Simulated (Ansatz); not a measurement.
Working through energies of removing a hydrogen of CuHO, SMILES [OH][Cu]

Computed with the Python package of Ansatz (0.2.0).

Interactive session:
```pycon
>>> import ansatz as az
>>> def single_point(molecule, charge=0, unpaired=0):
...     calc = molecule.calculation().basis(gaussian="cc-pVDZ").functional("pbe0", dispersion="d4")
...     if charge:
...         calc = calc.charge(charge)
...     if unpaired:
...         calc = calc.spin("collinear", total=unpaired)
...     return calc.run(threads=1).report["free_energy_ev"]
...
>>> def without(molecule, index):
...     rest = az.Crystal.molecule()
...     for i, site in enumerate(molecule.cartesian_sites):
...         if i != index:
...             rest = rest.atom(site.symbol, site.position_ang)
...     return rest
...
>>> geometry = (
...     az.Crystal.molecule()
...     .atom("O", (-0.3689, -0.4469, -0.2588))
...     .atom("Cu", (1.3568, -0.0136, 0.7439))
...     .atom("H", (-0.9988, 0.3957, -0.4983))
... )
>>> whole = single_point(geometry, 0)
>>> hydrogen = single_point(az.Crystal.molecule().atom("H", (0, 0, 0)), 0, 1)
>>> print(f"E(molecule) = {whole:.5f} eV, E(H) = {hydrogen:.5f} eV")
E(molecule) = -46695.21320 eV, E(H) = -13.61358 eV
>>> for index in [2]:
...     radical = single_point(without(geometry, index), 0, 1)
...     print(f"H{index}: homolysis {23.060548 * (radical + hydrogen - whole):.1f} kcal/mol")
...
H2: homolysis 102.2 kcal/mol
```

The settings weren't tested for convergence. The geometry is a force-field or estimated start, not a minimum of this method, and the basis set is short of its limit. All parts are taken at fixed geometry, without zero-point energy. The expectation value of S² is noticeably off S(S+1) in at least one run, so that state is spin-contaminated. Timing: 5.2 s on 1 thread of Arm Neoverse V2, on a shared host, peak memory 0.2 GiB.
